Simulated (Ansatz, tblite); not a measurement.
# AsMe2(NMe2) (C4H12AsN): one state, many levels

How do method and basis change the picture of AsMe2(NMe2) (C4H12AsN) (singlet)?

Computed with Ansatz 0.2.0, Gaussian basis. Level: as each input shows.

Plan: GFN1-xTB, GFN2-xTB, PBE-D4/def2-TZVP, r2SCAN-D4/def2-TZVP, HF/def2-TZVP, B3LYP-D4/def2-TZVP, LDA/def2-TZVP, PBE-D4/def2-SVP, PBE0-D4/def2-SVP, CCSD(T)/def2-SVP, MP2/def2-TZVP, RPA/def2-TZVP.

2 further runs of the same task are left out: 2 set aside as unsound or not needed.

**1. The geometry**

The singlet was relaxed beforehand with r2SCAN-D4/def2-SVP.

18 atoms, charge 0, spin multiplicity 1.

Bond lengths: As1–C2 1.968 Å, As1–C6 1.968 Å, As1–N10 1.908 Å, C2–H3 1.099 Å, C2–H4 1.101 Å, C2–H5 1.101 Å, C6–H7 1.101 Å, C6–H8 1.101 Å, C6–H9 1.100 Å, N10–C11 1.452 Å, N10–C12 1.452 Å, C11–H13 1.105 Å, C11–H14 1.101 Å, C11–H15 1.115 Å, C12–H16 1.101 Å, C12–H17 1.115 Å, C12–H18 1.105 Å. Angles: C2–As1–C6 95.3°, C2–As1–N10 95.5°, C6–As1–N10 95.6°, As1–C2–H3 111.1°, As1–C2–H4 108.6°, As1–C2–H5 109.5°, H3–C2–H4 108.0°, H3–C2–H5 109.9°, H4–C2–H5 109.8°, As1–C6–H7 109.6°, As1–C6–H8 108.5°, As1–C6–H9 111.1°, H7–C6–H8 109.8°, H7–C6–H9 109.9°, H8–C6–H9 108.0°, As1–N10–C11 112.6°, As1–N10–C12 112.4°, C11–N10–C12 110.7° and more.

PBE0-D4/def2-TZVP was run before; its log isn't repeated, and its numbers join the tables.

**2. GFN1-xTB**

Tight binding, by tblite at 300 K electronic temperature and without a spin-polarisation term:

```python
tblite.interface.Calculator('GFN1-xTB', numbers, positions, charge=0, uhf=0).singlepoint()
```

Energy -556.9081 eV, HOMO -10.24 eV, LUMO -5.56 eV; 0.012 s.

**3. GFN2-xTB**

Tight binding, by tblite at 300 K electronic temperature and without a spin-polarisation term:

```python
tblite.interface.Calculator('GFN2-xTB', numbers, positions, charge=0, uhf=0).singlepoint()
```

Energy -542.9704 eV, HOMO -9.15 eV, LUMO -3.87 eV; 0.007 s.

**4. PBE-D4/def2-TZVP**

start.molden holds the orbitals of an earlier run on this state, given as this run's starting guess.

in.yaml reads:

```yaml
crystal:
  periodic: [false, false, false]
  atoms:
    - {symbol: As, position_ang: [0.290318, 0.550524, 1.035264]}
    - {symbol: C, position_ang: [2.082892, 0.693136, 0.235961]}
    - {symbol: H, position_ang: [2.734599, -0.123042, 0.579356]}
    - {symbol: H, position_ang: [2.533750, 1.645619, 0.554012]}
    - {symbol: H, position_ang: [1.998930, 0.667940, -0.861308]}
    - {symbol: C, position_ang: [-0.428587, 2.157145, 0.155662]}
    - {symbol: H, position_ang: [-0.355543, 2.043297, -0.936959]}
    - {symbol: H, position_ang: [0.163189, 3.026992, 0.479885]}
    - {symbol: H, position_ang: [-1.475257, 2.330982, 0.444193]}
    - {symbol: N, position_ang: [-0.386127, -0.683387, -0.252880]}
    - {symbol: C, position_ang: [-1.834136, -0.782028, -0.225012]}
    - {symbol: C, position_ang: [0.220776, -1.996871, -0.132801]}
    - {symbol: H, position_ang: [-2.172723, -1.408643, -1.069999]}
    - {symbol: H, position_ang: [-2.295197, 0.209989, -0.350713]}
    - {symbol: H, position_ang: [-2.244840, -1.237807, 0.705694]}
    - {symbol: H, position_ang: [1.318538, -1.925074, -0.182643]}
    - {symbol: H, position_ang: [-0.046669, -2.541153, 0.802456]}
    - {symbol: H, position_ang: [-0.103901, -2.627620, -0.980167]}
basis:
  gaussian: {orbitals: def2-TZVP, initial_orbitals: start.molden}
hamiltonian: {xc: pbe, dispersion: d4}
scf: {omitted_lower_state_checks: [starts]}
output: {orbitals: {seedname: orbitals}}
```

On the command line:

```sh
ansatz run in.yaml --threads 2 --pin off --events-out ev --progress --plain --max-ram 32768MiB --backend cuda --devices 0, --max-vram 18GiB
```

Further steps of the session: r2SCAN-D4/def2-TZVP; HF/def2-TZVP; B3LYP-D4/def2-TZVP; LDA/def2-TZVP; PBE-D4/def2-SVP; PBE0-D4/def2-SVP; CCSD(T)/def2-SVP; MP2/def2-TZVP; RPA/def2-TZVP.

**Question.** What will the summary of the whole plan be? Wanted: gap in def2-TZVP, named functionals and Hartree-Fock, smallest and largest; correlation energy, CCSD(T)/def2-SVP; correlation energy, MP2/def2-TZVP; binding an atom, CCSD(T)/def2-SVP; PBE0 total energy, smallest basis above largest.

The runs gave:

```
                                                                  quantity                           value
gap in def2-TZVP, named functionals and Hartree-Fock, smallest and largest    4.15 eV (LDA), 12.17 eV (HF)
                                      correlation energy, CCSD(T)/def2-SVP                       -29.84 eV
                                         correlation energy, MP2/def2-TZVP                       -31.91 eV
                                         binding an atom, CCSD(T)/def2-SVP                        3.578 eV
                           PBE0 total energy, smallest basis above largest  13.91 eV (def2-SVP, def2-TZVP)
```

**Reading.** Over the named functionals and Hartree-Fock in def2-TZVP the gap runs from 4.15 eV (LDA) to 12.17 eV (HF); exact exchange widens it. The functionals in def2-TZVP miss CCSD(T)/def2-SVP by +0.193 (r2SCAN-D4) to +0.727 eV (LDA) an atom. The yardstick is in a double-zeta basis, so levels in larger sets aren't compared like for like. CCSD(T)/def2-SVP isn't at the basis-set limit; small misses against it rank nothing.
